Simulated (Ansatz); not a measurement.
**ZrHCl (singlet): from Hartree-Fock to the top rungs, def2-SVP**

An exercise on one series of results from a longer session: the logs are not shown, and one member is left open.

Computed with Ansatz 0.2.0, Gaussian basis. Level: def2-SVP, core rule «outside noble gas», up to 9 orbitals frozen.

To be run: UHF; CCSD(T) on RHF; CCSD(T) on UHF; CISD; CCSDT(Q) on RHF; CCSDT(Q) on UHF.

27 further runs of the same task are left out: 9 for a known fault of the program, 6 that didn't finish, 12 set aside as unsound or not needed.

### What is computed

The geometry is a PBE0/def2-TZVP stationary point (not a proven minimum) of the parent state, kept for this charge and spin. No spin-orbit coupling is included. Elements past krypton take def2 core potentials.

3 atoms, charge 0, spin multiplicity 1.

Atoms are counted from 1 here; the program's logs count them from 0.

Bond lengths: Zr1–Cl2 2.379 Å, Zr1–H3 1.933 Å. Angles: Cl2–Zr1–H3 180.0°.

Coordinates:

| atom | x (Å) | y (Å) | z (Å) |
| --- | --- | --- | --- |
| Zr1 | 0.0000 | 0.0000 | 0.1487 |
| Cl2 | 0.0000 | 0.0000 | -2.2304 |
| H3 | 0.0000 | 0.0000 | 2.0816 |

The first run:

in.yaml reads:

```yaml
crystal:
  periodic: [false, false, false]
  atoms:
    - {symbol: Zr, position_ang: [0.000000, 0.000000, 0.148733]}
    - {symbol: Cl, position_ang: [0.000000, 0.000000, -2.230367]}
    - {symbol: H, position_ang: [0.000000, 0.000000, 2.081633]}
basis:
  gaussian: {orbitals: def2-SVP}
magnetization: {spin_polarized: true, initial_magnetization: 0}
hamiltonian: {xc: hf}
output: {orbitals: {seedname: orbitals}}
```

Command:

```sh
> ansatz run in.yaml --threads 1 --pin off --events-out ev --progress --plain --max-ram 2393MiB
```

Among the steps run: UHF; CCSD(T) on RHF; CCSD(T) on UHF; CISD; CCSDT(Q) on RHF; CCSDT(Q) on UHF.

One of the session's tables, all rows but one given; the rest of the session is left out.

It belongs to the step «Misses and costs». 

```
   method  from RCCSDT(Q) (meV)
      RHF               +6812.3
      UHF               +5816.1
     RMP2               +1293.5
     UMP2                     ?
    RCCSD                +320.3
    UCCSD                 -11.5
 RCCSD(T)                 +65.1
 UCCSD(T)                -175.3
   RCCSDT                 +13.7
   UCCSDT                -217.0
RCCSDT(Q)                     0
UCCSDT(Q)                -232.5
```

**Question.** Estimate the row for UMP2.

The run gave: from RCCSDT(Q) (meV): +739.8. In the column «from RCCSDT(Q) (meV)» it lies between RCCSD (+320.3) and RMP2 (+1293.5).

Not comparable, so not listed: CISD (they don't share determinant, frozen orbitals or solution with the rows shown, or repeat one).

The program flags UCCSD(T), UCCSDT(Q) as in doubt (see the logs), so those rows may rest on another solution; read them beside their warnings.

Caveats from the session: The determinant is far from a pure spin state, so its energy mixes those of several spin states (harmless only where they are near-degenerate, as at dissociation). The program flags UCCSD(T), UCCSDT(Q) as in doubt, so those rows may rest on another solution; read them beside their warnings. Warnings: restricted reference is unstable; spin contamination. Restricted and unrestricted rows rest on different reference determinants; where their highest levels disagree by more than a few hundredths of an eV, they describe different states and don't form one ladder.
